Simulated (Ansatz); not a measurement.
# CHFGa+ (triplet): the correlation ladder, cc-pVTZ

One table from this session's results is given with a row withheld; the runs are named, their logs left out.

Method: cc-pVTZ, core rule «outside noble gas», up to 16 orbitals frozen; program: Ansatz 0.2.0, Gaussian basis.

To be run: UHF; CCSD(T) on ROHF; CCSD(T) on UHF; BCCD(T) on ROHF; CCSDT(Q) on ROHF; CCSDT(Q) on UHF.

6 further runs of the same task are left out: 1 for a known fault of the program, 5 set aside as unsound or not needed. Runs told in other sessions of the task aren't counted.

## The geometry

The geometry is a PBE0/def2-TZVP stationary point (not a proven minimum) of the parent state, kept for this charge and spin. No spin-orbit coupling is included. The filled d shell of Ga may be among the frozen orbitals whatever the setting's name suggests.

4 atoms, charge 1, spin multiplicity 3.

Atoms are counted from 1 here; the program's logs count them from 0.

Bond lengths: C1–Ga2 1.933 Å, Ga2–F3 1.750 Å, Ga2–H4 1.548 Å. Angles: C1–Ga2–F3 114.3°, C1–Ga2–H4 126.5°, F3–Ga2–H4 119.1°.

The first run:

in.yaml

```yaml
crystal:
  periodic: [false, false, false]
  atoms:
    - {symbol: C, position_ang: [0.000000, -0.853315, 1.664130]}
    - {symbol: Ga, position_ang: [0.000000, 0.280570, 0.099192]}
    - {symbol: F, position_ang: [0.000000, -0.587217, -1.420473]}
    - {symbol: H, position_ang: [0.000000, 1.828378, 0.082706]}
basis:
  gaussian: {orbitals: cc-pVTZ}
total_charge: 1
magnetization: {spin_polarized: true, initial_magnetization: 2}
hamiltonian: {xc: hf}
output: {orbitals: {seedname: orbitals}}
```

Launch:

```bash
$ ansatz run in.yaml --threads 1 --pin off --events-out ev --progress --plain --max-ram 2816MiB --backend cpu
```

Among the steps run: UHF; CCSD(T) on ROHF; CCSD(T) on UHF; BCCD(T) on ROHF; CCSDT(Q) on ROHF; CCSDT(Q) on UHF.

One of the session's tables, all rows but one given; the rest of the session is left out.

It belongs to the step «Misses and costs». 

| method | from UCCSDT(Q) (kJ/mol) |
| --- | --- |
| ROHF | +1116.9 |
| UHF | +1106.9 |
| RMP2 | +105.1 |
| UMP2 | +103.5 |
| RCCSD | +39.8 |
| UCCSD | +39.3 |
| RCCSD(T) | +5.3 |
| UCCSD(T) | +5.0 |
| BCCD(T) | +4.9 |
| RCCSDT | +2.1 |
| UCCSDT | +1.8 |
| RCCSDT(Q) | ? |
| UCCSDT(Q) | 0 |

Estimate the missing values for RCCSDT(Q).

The run gave: from UCCSDT(Q) (kJ/mol): +1.1. In the column «from UCCSDT(Q) (kJ/mol)» it lies between UCCSDT(Q) (0) and UCCSDT (+1.8).

To keep in mind: Restricted and unrestricted rows rest on different reference determinants; a gap between their highest levels can come from leftover correlation error, from unlike frozen cores or from another state.
